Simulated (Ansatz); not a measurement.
# CH₂BrClOSi: a ladder of functionals and wavefunction methods

The task here is to estimate one member of a computed series from the others.

The runs use Ansatz 0.2.0, Gaussian basis; functionals in def2-TZVPP, the program's frozen cores in correlated methods.

The runs, in order: LDA (SPW92), PBE-D4, revPBE-D4, BLYP-D4, r2SCAN-D4, B97M-V, PBE0-D4, B3LYP-D4, r2SCANh-D4, r2SCAN0-D4, HSE06-D4, BHLYP-D4, CAM-B3LYP-D4, LC-ωPBE, ωB97X-V, ωB97M-V, B2PLYP, PBE-QIDH; CCSD(T)/def2-SVP; CCSD(T)/def2-TZVPP; MP2/def2-QZVPP; extrapolation to the limit; RPA on PBE.

## The geometry

The geometry comes from an earlier relaxation with PBE0-D4 in a triple-zeta def2 set; it is a stationary point, not always the lowest conformer.

SMILES `ClC1(Br)O[SiH2]1`, 7 atoms, charge 0, spin multiplicity 1.

Atoms are counted from 1 here; the program's logs count them from 0.

Bond lengths: Cl1–C2 1.753 Å, C2–Br3 1.932 Å, C2–O4 1.406 Å, C2–Si5 1.812 Å, O4–Si5 1.687 Å, Si5–H6 1.475 Å, Si5–H7 1.475 Å. Angles: Cl1–C2–Br3 111.3°, Cl1–C2–O4 113.7°, Cl1–C2–Si5 123.7°, Br3–C2–O4 113.3°, Br3–C2–Si5 121.8°, O4–C2–Si5 61.7°, C2–O4–Si5 71.1°, C2–Si5–O4 47.2°, C2–Si5–H6 121.2°, C2–Si5–H7 121.3°, O4–Si5–H6 115.8°, O4–Si5–H7 116.3°, H6–Si5–H7 115.7°.

The first run:

in.yaml reads:

```yaml
crystal:
  periodic: [false, false, false]
  atoms:
    - {symbol: Cl, position_ang: [-0.382488, -1.581840, 1.654900]}
    - {symbol: C, position_ang: [-0.129768, -0.797239, 0.108325]}
    - {symbol: Br, position_ang: [-0.729336, -1.913031, -1.350358]}
    - {symbol: O, position_ang: [1.175357, -0.304409, -0.069447]}
    - {symbol: Si, position_ang: [0.093958, 0.990851, -0.086145]}
    - {symbol: H, position_ang: [0.145340, 1.885747, 1.085019]}
    - {symbol: H, position_ang: [-0.111862, 1.651920, -1.387994]}
basis:
  gaussian: {orbitals: def2-TZVPP}
hamiltonian: {xc: lda}
output: {orbitals: {seedname: orbitals}}
```

Steps of the session up to this table: LDA; PBE-D4 (GGA); revPBE-D4 (GGA); BLYP-D4 (GGA); r2SCAN-D4 (meta-GGA); B97M-V (meta-GGA); PBE0-D4 (hybrid); B3LYP-D4 (hybrid); r2SCANh-D4 (hybrid); r2SCAN0-D4 (hybrid); HSE06-D4 (hybrid); BHLYP-D4 (hybrid); CAM-B3LYP-D4 (range-separated); LC-ωPBE (range-separated); ωB97X-V (range-separated); ωB97M-V (range-separated); B2PLYP (double hybrid); PBE-QIDH (double hybrid).

One of the session's tables, all rows but one given; the rest of the session is left out.

It belongs to the step «Frontier levels by functional». 

```
  functional  HOMO (eV)  LUMO (eV)  gap (eV)
 LDA (SPW92)      -6.59      -2.64      3.96
      PBE-D4          ?          ?         ?
   revPBE-D4      -6.35      -2.35      4.01
     BLYP-D4      -6.27      -2.31      3.96
   r2SCAN-D4      -6.67      -2.25      4.42
      B97M-V      -6.74      -2.30      4.44
     PBE0-D4      -7.62      -1.58      6.04
    B3LYP-D4      -7.40      -1.80      5.60
  r2SCANh-D4      -7.12      -1.94      5.18
  r2SCAN0-D4      -7.79      -1.47      6.31
    HSE06-D4      -7.22      -1.96      5.26
    BHLYP-D4      -8.72      -0.70      8.01
CAM-B3LYP-D4      -8.93      -0.55      8.38
     LC-ωPBE     -10.25       0.63     10.88
     ωB97X-V      -9.90       0.49     10.39
     ωB97M-V      -9.77       0.25     10.02
```

Q: Estimate the row for PBE-D4 from the others.

The run gave: HOMO (eV): -6.42; LUMO (eV): -2.43; gap (eV): 3.99. In the column «HOMO (eV)» it lies between LDA (SPW92) (-6.59) and revPBE-D4 (-6.35).
